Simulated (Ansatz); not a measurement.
# AlN: the cost of one run

Program: Ansatz 0.2.0. Level of theory: DFT LDA, scalar-relativistic, plane waves, PAW. These are calculated values, not measurements.

The COD entry's cell or inner coordinates are ideal or old and differ from later refinements, so a difference from it is no clean test against experiment.

### 1 The structure to begin with

Symmetry: P6_3mc, No. 186, hexagonal system. The conventional cell has a = 3.109 Å, b = 3.109 Å, c = 4.981 Å, α = 90.00°, β = 90.00°, γ = 120.00°. Al (site symmetry 3m) has 4 N at 1.89 Å as nearest neighbours. N (site symmetry 3m) has 4 Al at 1.89 Å as nearest neighbours.

Structure file:

```cif
data_structure
_symmetry_space_group_name_H-M 'P6_3mc'
_symmetry_Int_Tables_number 186
_cell_length_a 3.1090
_cell_length_b 3.1090
_cell_length_c 4.9805
_cell_angle_alpha 90.000
_cell_angle_beta 90.000
_cell_angle_gamma 120.000
_cell_volume 41.69
loop_
_atom_site_label
_atom_site_type_symbol
_atom_site_symmetry_multiplicity
_atom_site_Wyckoff_symbol
_atom_site_fract_x
_atom_site_fract_y
_atom_site_fract_z
_atom_site_occupancy
Al1 Al 2 b 0.33333 0.66667 0.00000 1
N1 N 2 b 0.33333 0.66667 0.38000 1
```

The structure rests on an entry of the Crystallography Open Database; cell or positions may have been set otherwise for this series.

### 2 Relaxing the atoms: AlN, no spin

input.yaml

```yaml
crystal:
  lattice:
    - [3.1089531, 0.0, 0.0]
    - [-1.55447655, 2.6924323638, 0.0]
    - [0.0, 0.0, 4.9805019]
  atoms:
    - { symbol: Al, position: [0.3333333333, 0.6666666667, 0.0] }
    - { symbol: Al, position: [0.6666666667, 0.3333333333, 0.5] }
    - { symbol: "N", position: [0.3333333333, 0.6666666667, 0.38] }
    - { symbol: "N", position: [0.6666666667, 0.3333333333, 0.88] }
scf:
  occupations: { method: fixed }
output:
  forces: true
  stress: true
  eigenvalues: true
hamiltonian:
  xc: lda
relax:
  f_tol: 0.001
  max_steps: 60
kpoints:
  mp_grid: { grid: [9, 9, 6] }
```

Run with:

```console
$ ansatz run input.yaml --threads 8 --pin off --max-ram 16384MiB --backend cpu --events-out ev --progress --plain --runs-dir out
```

**Question.** How long does this run take on 8 threads of Intel Xeon Platinum 8488C (Sapphire Rapids), shared host, and how much memory does it need?

About 1.6 s, with a peak of 0.39 GiB.
